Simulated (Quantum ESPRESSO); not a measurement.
# TaF3 (Pm-3m) in Quantum ESPRESSO: settings compared

The runs below take TaF3 through phonons, with PBE+D3(BJ), rPW86PBE+rVV10, PBE.

Program: Quantum ESPRESSO 7.5. These are calculated values, not measurements. Logs are shortened: lines on timing, memory, paths and dates and some standing lists are left out, and cuts for length are marked.

### Step 1. Starting point

The structure is cubic, space group Pm-3m (No. 221). The conventional cell has a = 3.901 Å, b = 3.901 Å, c = 3.901 Å, α = 90.00°, β = 90.00°, γ = 90.00°. Ta (site symmetry m-3m) has 6 F at 1.95 Å as nearest neighbours. F (site symmetry 4/mmm) is surrounded by 2 Ta at 1.95 Å.

### Step 2. Phonons, PBE+D3(BJ)

pw.in

```
&CONTROL
  calculation = 'scf'
  prefix = 'pwscf'
  outdir = './tmp'
  pseudo_dir = './pseudo'
  tprnfor = .true.
  tstress = .true.
  disk_io = 'low'
/
&SYSTEM
  ibrav = 0
  nat = 4
  ntyp = 2
  ecutwfc = 52
  ecutrho = 312
  nbnd = 25
  occupations = 'smearing'
  smearing = 'mv'
  degauss = 0.01469973
  vdw_corr = 'grimme-d3'
  dftd3_version = 4
  dftd3_threebody = .false.
/
&ELECTRONS
  conv_thr = 8d-10
  electron_maxstep = 120
  mixing_beta = 0.5
/
ATOMIC_SPECIES
Ta   180.9479 Ta.GGA_PBE-JTH.UPF
F     18.9984 F.GGA_PBE-JTH.UPF
CELL_PARAMETERS angstrom
   3.9012005900    0.0000000000    0.0000000000
   0.0000000000    3.9012005900    0.0000000000
   0.0000000000    0.0000000000    3.9012005900
ATOMIC_POSITIONS angstrom
Ta     0.0000000000    0.0000000000    0.0000000000
F      1.9506002950    0.0000000000    0.0000000000
F      0.0000000000    1.9506002950    0.0000000000
F      0.0000000000    0.0000000000    1.9506002950
K_POINTS automatic
7 7 7 0 0 0
```

relax.in

```
&CONTROL
  calculation = 'vc-relax'
  prefix = 'pwscf'
  outdir = './tmp'
  pseudo_dir = './pseudo'
  tprnfor = .true.
  tstress = .true.
  disk_io = 'low'
  nstep = 40
  forc_conv_thr = 0.0001
  etot_conv_thr = 1d-06
/
&SYSTEM
  ibrav = 0
  nat = 4
  ntyp = 2
  ecutwfc = 52
  ecutrho = 312
  nbnd = 25
  occupations = 'smearing'
  smearing = 'mv'
  degauss = 0.01469973
  vdw_corr = 'grimme-d3'
  dftd3_version = 4
  dftd3_threebody = .false.
/
&ELECTRONS
  conv_thr = 8d-10
  electron_maxstep = 120
  mixing_beta = 0.5
/
&IONS
  ion_dynamics = 'bfgs'
/
&CELL
  cell_dynamics = 'bfgs'
  press = 0
  press_conv_thr = 0.2
/
ATOMIC_SPECIES
Ta   180.9479 Ta.GGA_PBE-JTH.UPF
F     18.9984 F.GGA_PBE-JTH.UPF
CELL_PARAMETERS angstrom
   3.9012005900    0.0000000000    0.0000000000
   0.0000000000    3.9012005900    0.0000000000
   0.0000000000    0.0000000000    3.9012005900
ATOMIC_POSITIONS angstrom
Ta     0.0000000000    0.0000000000    0.0000000000
F      1.9506002950    0.0000000000    0.0000000000
F      0.0000000000    1.9506002950    0.0000000000
F      0.0000000000    0.0000000000    1.9506002950
K_POINTS automatic
7 7 7 0 0 0
```

scf2.in

```
&CONTROL
  calculation = 'scf'
  prefix = 'pwscf'
  outdir = './tmp'
  pseudo_dir = './pseudo'
  tprnfor = .true.
  tstress = .true.
  disk_io = 'low'
/
&SYSTEM
  ibrav = 0
  nat = 4
  ntyp = 2
  ecutwfc = 52
  ecutrho = 312
  nbnd = 25
  occupations = 'smearing'
  smearing = 'mv'
  degauss = 0.01469973
  vdw_corr = 'grimme-d3'
  dftd3_version = 4
  dftd3_threebody = .false.
/
&ELECTRONS
  conv_thr = 1d-13
  electron_maxstep = 120
  mixing_beta = 0.5
  startingpot = 'file'
  startingwfc = 'file'
/
ATOMIC_SPECIES
Ta   180.9479 Ta.GGA_PBE-JTH.UPF
F     18.9984 F.GGA_PBE-JTH.UPF
CELL_PARAMETERS angstrom
   4.1030931657    0.0000000000    0.0000000000
   0.0000000000    4.1030931657    0.0000000000
   0.0000000000    0.0000000000    4.1030931657
ATOMIC_POSITIONS angstrom
Ta     0.0000000000    0.0000000000    0.0000000000
F      2.0515465829    0.0000000000    0.0000000000
F      0.0000000000    2.0515465829    0.0000000000
F      0.0000000000    0.0000000000    2.0515465829
K_POINTS automatic
7 7 7 0 0 0
```

d3hess.in

```
&INPUT
  prefix = 'pwscf'
  outdir = './tmp'
  step = 0.001
/
```

ph.in

```
phonons of TaF3
&INPUTPH
  prefix = 'pwscf'
  outdir = './tmp'
  tr2_ph = 1d-18
  fildyn = 'dyn'
  niter_ph = 90
  alpha_mix(1) = 0.4
/
0.0000000000 0.0000000000 0.0000000000
```

dynmat.in

```
&INPUT
  fildyn = 'dyn'
  asr = 'crystal'
  filout = 'dynmat.disp'
  fileig = 'dynmat.eig'
/
```

Potentials or basis: JTH 2.0 PBE.

Command:

```
$ OMP_NUM_THREADS=1 mpirun -n 4 pw.x -nk 4 -in pw.in > pw.out
$ OMP_NUM_THREADS=1 mpirun -n 4 pw.x -nk 4 -in relax.in > relax.out
$ OMP_NUM_THREADS=1 mpirun -n 4 pw.x -nk 4 -in scf2.in > scf2.out
$ OMP_NUM_THREADS=1 mpirun -n 1 d3hess.x -in d3hess.in > d3hess.out
$ OMP_NUM_THREADS=1 mpirun -n 4 ph.x -nk 4 -in ph.in > ph.out
$ OMP_NUM_THREADS=1 mpirun -n 1 dynmat.x -in dynmat.in > dynmat.out
```

pw.out:

```text
This program is part of the open-source Quantum ESPRESSO suite
     for quantum simulation of materials; please cite
         "P. Giannozzi et al., J. Phys.:Condens. Matter 21 395502 (2009);
         "P. Giannozzi et al., J. Phys.:Condens. Matter 29 465901 (2017);
         "P. Giannozzi et al., J. Chem. Phys. 152 154105 (2020);
     in publications or presentations arising from this work. More details at

     file Ta.GGA_PBE-JTH.UPF: wavefunction(s)  5S 6S 5P 6P 5D 0D renormalized
     file F.GGA_PBE-JTH.UPF: wavefunction(s)  0S 2P 0P renormalized
     Message from routine setup:
     using ibrav=0 with symmetry is DISCOURAGED, use correct ibrav instead

     K-points division:     npool     =       4
     Subspace diagonalization in iterative solution of the eigenvalue problem:
     a serial algorithm will be used

     G-vector sticks info
     --------------------
     sticks:   dense  smooth     PW     G-vecs:    dense   smooth      PW
     Sum        1353     885    261                37385    20341    3239

     Using Slab Decomposition

     bravais-lattice index     =            0
     lattice parameter (alat)  =       7.3722  a.u.
     unit-cell volume          =     400.6743 (a.u.)^3
     number of atoms/cell      =            4
     number of atomic types    =            2
     number of electrons       =        34.00
     number of Kohn-Sham states=           25
     kinetic-energy cutoff     =      52.0000  Ry
     charge density cutoff     =     312.0000  Ry
     scf convergence threshold =      8.0E-10
     mixing beta               =       0.5000
     number of iterations used =            8  plain     mixing
     Exchange-correlation= SLA PW PBX PBC
                           (   1   4   3   4   0   0   0)

     celldm(1)=   7.372201  celldm(2)=   0.000000  celldm(3)=   0.000000
     celldm(4)=   0.000000  celldm(5)=   0.000000  celldm(6)=   0.000000

     crystal axes: (cart. coord. in units of alat)
               a(1) = (   1.000000   0.000000   0.000000 )
               a(2) = (   0.000000   1.000000   0.000000 )
               a(3) = (   0.000000   0.000000   1.000000 )

     reciprocal axes: (cart. coord. in units 2 pi/alat)
               b(1) = (  1.000000  0.000000  0.000000 )
               b(2) = (  0.000000  1.000000  0.000000 )
               b(3) = (  0.000000  0.000000  1.000000 )

     PseudoPot. # 1 for Ta read from file:
     Ta.GGA_PBE-JTH.UPF
     Pseudo is Projector augmented-wave + core cor, Zval = 13.0
     Generated using ATOMPAW code
     Shape of augmentation charge: SINC**2
     Using radial grid of 1120 points,  6 beta functions with:
                l(1) =   0
                l(2) =   0
                l(3) =   1
                l(4) =   1
                l(5) =   2
                l(6) =   2
     Q(r) pseudized with 0 coefficients

     PseudoPot. # 2 for F  read from file:
     F.GGA_PBE-JTH.UPF
     Pseudo is Projector augmented-wave + core cor, Zval =  7.0
     Generated using ATOMPAW code
     Shape of augmentation charge: SINC**2
     Using radial grid of  953 points,  4 beta functions with:
                l(1) =   0
                l(2) =   0
                l(3) =   1
                l(4) =   1
     Q(r) pseudized with 0 coefficients

     atomic species   valence    mass     pseudopotential
     Ta               13.00   180.94790     Ta( 1.00)
     F                 7.00    18.99840     F ( 1.00)

     48 Sym. Ops., with inversion, found

   Cartesian axes

     site n.     atom                  positions (alat units)
         1        Ta     tau(   1) = (   0.0000000   0.0000000   0.0000000  )
         2        F      tau(   2) = (   0.5000000   0.0000000   0.0000000  )
         3        F      tau(   3) = (   0.0000000   0.5000000   0.0000000  )
         4        F      tau(   4) = (   0.0000000   0.0000000   0.5000000  )

     --------------------------------------------
     DFT-D3 Dispersion Correction (no 3-body):
     --------------------------------------------
       Reference C6 values for interpolation:

         atom   Coordination number   C6
         F          0.000            19.38
         F          0.998            14.27
         Ta         0.000          2327.65
         Ta         1.946          1319.50
         Ta         2.899           917.54

       Values used:

         atom   Coordination number  R0_AB[au]  C6      C8
         Ta         7.010            3.872    917.54 163439.10
         F          2.027            2.173     14.27    244.15
         F          2.027            2.173     14.27    244.15
         F          2.027            2.173     14.27    244.15

         Molecular C6 ( Ry / a.u.^6 ) =      1635.41

     number of k points=    20  Marzari-Vanderbilt smearing, width (Ry)=  0.0147
                       cart. coord. in units 2pi/alat
        k(    1) = (   0.0000000   0.0000000   0.0000000), wk =   0.0058309
        k(    2) = (   0.0000000   0.0000000   0.1428571), wk =   0.0349854
        k(    3) = (   0.0000000   0.0000000   0.2857143), wk =   0.0349854
        k(    4) = (   0.0000000   0.0000000   0.4285714), wk =   0.0349854
        k(    5) = (   0.0000000   0.1428571   0.1428571), wk =   0.0699708
        k(    6) = (   0.0000000   0.1428571   0.2857143), wk =   0.1399417
[... 12 lines left out ...]
        k(   19) = (   0.2857143   0.4285714   0.4285714), wk =   0.1399417
        k(   20) = (   0.4285714   0.4285714   0.4285714), wk =   0.0466472

     Dense  grid:    37385 G-vectors     FFT dimensions: (  45,  45,  45)

     Smooth grid:    20341 G-vectors     FFT dimensions: (  36,  36,  36)

     Check: negative core charge=   -0.000005

     Initial potential from superposition of free atoms

     starting charge      33.9992, renormalised to      34.0000
     Starting wfcs are   42 randomized atomic wfcs
     Checking if some PAW data can be deallocated...

     Self-consistent Calculation

     iteration #  1     ecut=    52.00 Ry     beta= 0.50
     Davidson diagonalization with overlap
     ethr =  1.00E-02,  avg # of iterations =  3.4

     total energy              =    -905.32501417 Ry
     estimated scf accuracy    <       0.34420283 Ry

     iteration #  2     ecut=    52.00 Ry     beta= 0.50
     Davidson diagonalization with overlap
     ethr =  1.01E-03,  avg # of iterations =  2.1

     total energy              =    -905.42785904 Ry
     estimated scf accuracy    <       0.06984427 Ry

     iteration #  3     ecut=    52.00 Ry     beta= 0.50
     Davidson diagonalization with overlap
     ethr =  2.05E-04,  avg # of iterations =  2.8

     total energy              =    -905.44188381 Ry
     estimated scf accuracy    <       0.00296327 Ry

     iteration #  4     ecut=    52.00 Ry     beta= 0.50
     Davidson diagonalization with overlap
     ethr =  8.72E-06,  avg # of iterations =  5.3

     total energy              =    -905.44201889 Ry
     estimated scf accuracy    <       0.00023307 Ry

     iteration #  5     ecut=    52.00 Ry     beta= 0.50
     Davidson diagonalization with overlap
     ethr =  6.85E-07,  avg # of iterations =  2.6

     total energy              =    -905.44203808 Ry
     estimated scf accuracy    <       0.00000201 Ry

     iteration #  6     ecut=    52.00 Ry     beta= 0.50
     Davidson diagonalization with overlap
     ethr =  5.90E-09,  avg # of iterations =  3.0

     total energy              =    -905.44203927 Ry
     estimated scf accuracy    <       0.00000052 Ry

     iteration #  7     ecut=    52.00 Ry     beta= 0.50
     Davidson diagonalization with overlap
     ethr =  1.52E-09,  avg # of iterations =  2.0

     total energy              =    -905.44203943 Ry
     estimated scf accuracy    <       0.00000003 Ry

     iteration #  8     ecut=    52.00 Ry     beta= 0.50
     Davidson diagonalization with overlap
     ethr =  8.08E-11,  avg # of iterations =  1.9

     End of self-consistent calculation

          k = 0.0000 0.0000 0.0000 (  2517 PWs)   bands (ev):

   -60.1095 -26.9339 -26.9339 -26.9339 -18.9515 -18.6461 -18.6461  -0.0355
    -0.0355  -0.0355   0.8824   0.8824   0.8824   0.9163   0.9163   0.9163
     8.8971   8.8971   8.8971   9.6338  12.7495  12.7495  18.7639  18.7640
    19.5551

          k = 0.0000 0.0000 0.1429 (  2537 PWs)   bands (ev):

   -60.1092 -27.0102 -26.9327 -26.9327 -18.8945 -18.6449 -18.4796  -0.4173
    -0.0274  -0.0274   0.6205   0.7621   0.7621   0.8559   0.9073   0.9073
     8.9133   9.1974   9.1974   9.9419  12.7739  13.2856  17.3131  18.9378
    19.1310

          k = 0.0000 0.0000 0.2857 (  2537 PWs)   bands (ev):

   -60.1084 -27.1727 -26.9302 -26.9302 -18.8547 -18.6421 -18.0055  -1.5128
     0.0006   0.0006   0.3433   0.4817   0.4817   0.7979   0.9101   0.9101
     8.9501   9.8742   9.8742  10.7274  12.8265  13.9033  16.2007  19.3675
    19.6968

          k = 0.0000 0.0000 0.4286 (  2533 PWs)   bands (ev):

   -60.1077 -27.2950 -26.9282 -26.9282 -18.8426 -18.6398 -17.5891  -2.3994
     0.0616   0.0616   0.2209   0.2354   0.2354   0.7521   0.9131   0.9131
     8.9800  10.4264  10.4264  11.8225  12.8666  13.0766  16.3271  19.7623
    20.4555

          k = 0.0000 0.1429 0.1429 (  2534 PWs)   bands (ev):
[... 90 lines left out ...]
          k = 0.2857 0.2857 0.4286 (  2523 PWs)   bands (ev):

   -60.1055 -27.2868 -27.1635 -27.1619 -18.0480 -17.9635 -17.5812  -2.3810
    -1.4895  -1.4487  -0.9131  -0.8153  -0.5626   1.2035   1.2672   1.3696
    10.7919  11.1946  11.2839  13.4811  15.0754  15.6329  16.6965  17.0719
    18.1352

          k = 0.2857 0.4286 0.4286 (  2528 PWs)   bands (ev):

   -60.1048 -27.2847 -27.2844 -27.1605 -18.0041 -17.5845 -17.5745  -2.3875
    -2.3637  -1.4578  -1.1611  -0.8482  -0.8397   1.3147   1.3206   1.5078
    11.2842  11.3047  11.6650  14.0509  15.6246  16.1385  16.2293  17.4316
    18.0743

          k = 0.4286 0.4286 0.4286 (  2521 PWs)   bands (ev):

   -60.1042 -27.2826 -27.2822 -27.2822 -17.5891 -17.5724 -17.5724  -2.3841
    -2.3841  -2.3422  -1.1519  -1.1324  -1.1324   1.5008   1.5008   1.5181
    11.7301  11.7749  11.7749  13.9191  16.4954  17.1040  17.1040  17.6436
    17.6436

     the Fermi energy is    10.1426 ev

!    total energy              =    -905.44203944 Ry
     total all-electron energy =      -905.442039 Ry
     estimated scf accuracy    <          4.3E-10 Ry
     smearing contrib. (-TS)   =      -0.00141565 Ry
     internal energy E=F+TS    =    -905.44062379 Ry

     The total energy is F=E-TS. E is the sum of the following terms:
     one-electron contribution =    -155.47524770 Ry
     hartree contribution      =      95.85110956 Ry
     xc contribution           =     -55.40324983 Ry
     ewald contribution        =    -151.95277802 Ry
     DFT-D3 Dispersion         =      -0.03622012 Ry
     one-center paw contrib.   =    -638.42423767 Ry

     convergence has been achieved in   8 iterations

     Forces acting on atoms (cartesian axes, Ry/au):

     atom    1 type  1   force =     0.00000000    0.00000000    0.00000000
     atom    2 type  2   force =     0.00000000    0.00000000    0.00000000
     atom    3 type  2   force =     0.00000000    0.00000000    0.00000000
     atom    4 type  2   force =     0.00000000    0.00000000    0.00000000

     Total force =     0.000000     Total SCF correction =     0.000000

     Computing stress (Cartesian axis) and pressure

          total   stress  (Ry/bohr**3)                   (kbar)     P=      226.45
   0.00153935   0.00000000   0.00000000          226.45        0.00        0.00
   0.00000000   0.00153935   0.00000000            0.00      226.45        0.00
   0.00000000   0.00000000   0.00153935            0.00        0.00      226.45

=------------------------------------------------------------------------------=
   JOB DONE.
=------------------------------------------------------------------------------=
```

Run time: 14 min. Hardware: 4 MPI ranks of Intel Xeon at 2.50GHz (Skylake/Cascade Lake), shared host; peak memory 0.76 GiB.

What came out:

- Free energy: -12319.7921 eV
- Relaxed volume: 17.27 Å³/atom
- Relaxed cell: a = 4.103 Å, b = 4.103 Å, c = 4.103 Å, α = 90.00°, β = 90.00°, γ = 90.00°
- Space group after relaxing (to 0.05 Å): Pm-3m (No. 221)
- Pressure after relaxing: -0.3 GPa
- Band gap on the k mesh: none (metal or under the smearing width)
- Highest phonon frequency at Γ: 535 cm⁻¹

Step by step:
| step | energy change (eV) | largest force (eV/Å) | pressure (GPa) | volume (Å³) |
| --- | --- | --- | --- | --- |
| 1 | 0.0000 | 0.0000 | 22.64 | 59.37 |
| 2 | -0.5621 | 0.0000 | 4.41 | 66.50 |
| 3 | -0.5947 | 0.0000 | 0.94 | 68.48 |
| 4 | -0.5964 | 0.0000 | 0.06 | 69.04 |
| 5 | -0.5964 | 0.0000 | 0.00 | 69.08 |

Final structure:
```xyz
4
Lattice="4.1031 0.0000 0.0000 0.0000 4.1031 0.0000 0.0000 0.0000 4.1031" Properties=species:S:1:pos:R:3 pbc="T T T"
Ta    0.0000    0.0000    0.0000
F     2.0515    0.0000    0.0000
F     0.0000    2.0515    0.0000
F     0.0000    0.0000    2.0515
```

Phonon frequencies in cm⁻¹ (negative: imaginary):
```
              q point                                      frequencies
(0.000, 0.000, 0.000)  -12 -12 -12 229 229 229 263 263 263 535 535 535
```

Optical modes at Γ, degenerate ones joined:
```tsv
cm⁻¹	components	symmetry	active in
229	3	T2u	silent
258	3	T1u	IR
536	3	T1u	IR
```

Caveat: the mesh is thin for the phonons of a metal; the volume moved by over 15 % at a fixed basis, so the end points are rough; pairwise dispersion overbinds metals, which lowers pressure and volume. The run has no spin-orbit coupling, so splittings on Ta are missing.

(Continued in part 2 of 3.)
